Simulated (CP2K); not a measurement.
HPbNO4:

```xyz
7
Lattice="3.8578 0.0000 0.0000 -0.0430 5.5351 0.0000 -0.4197 -1.7354 5.7862" Properties=species:S:1:pos:R:3 pbc="T T T"
H     0.1641    2.6924    3.1513
Pb    2.2686    2.6232    0.8737
N     3.0891    3.6646    5.5470
O    -0.3222   -0.7737    5.0967
O     2.7385   -0.1646    0.7440
O    -0.3821    2.5706    5.0365
O     0.2766    2.6302    2.1786
```

The cell was built by a generator and needn't be a form met in nature.

Base run:

* Program: CP2K 2026.2
* Functional: r2SCAN
* Potentials or basis: POTENTIAL_UZH H GTH-PBE-q1, Pb GTH-PBE-q4, N GTH-PBE-q5, O GTH-PBE-q6; TZVP-MOLOPT-PBE-GTH basis
* Density cutoff: 13606 eV
* k mesh: 7 × 5 × 5
* Occupations: fermi-dirac, width 0.05 eV
* Spin: no spin polarisation

Its results: band gap on the k mesh 3.44 eV, indirect (least direct gap 3.51 eV); pressure 0.0 GPa; largest force 0.214 eV/Å.

After a change of settings the same cell gave: band gap on the k mesh 3.17 eV, indirect (least direct gap 3.24 eV); pressure 2.5 GPa; largest force 0.666 eV/Å. Which change was it?
A. functional from r2SCAN to LDA
B. functional from r2SCAN to RPBE
C. functional from r2SCAN to PBEsol

B.

r2SCAN gives the wider gap, since meta-GGAs in the generalised Kohn-Sham scheme recover part of the derivative discontinuity.

Caveats: the potentials were made for another functional, which shifts forces and pressure; spin-orbit coupling is left out, which as a rule narrows the gap of such compounds by several tenths of an eV; the basis of atomic orbitals isn't converged, which shifts pressures, moduli and gaps.

Runs at the PBE level aren't shown here.
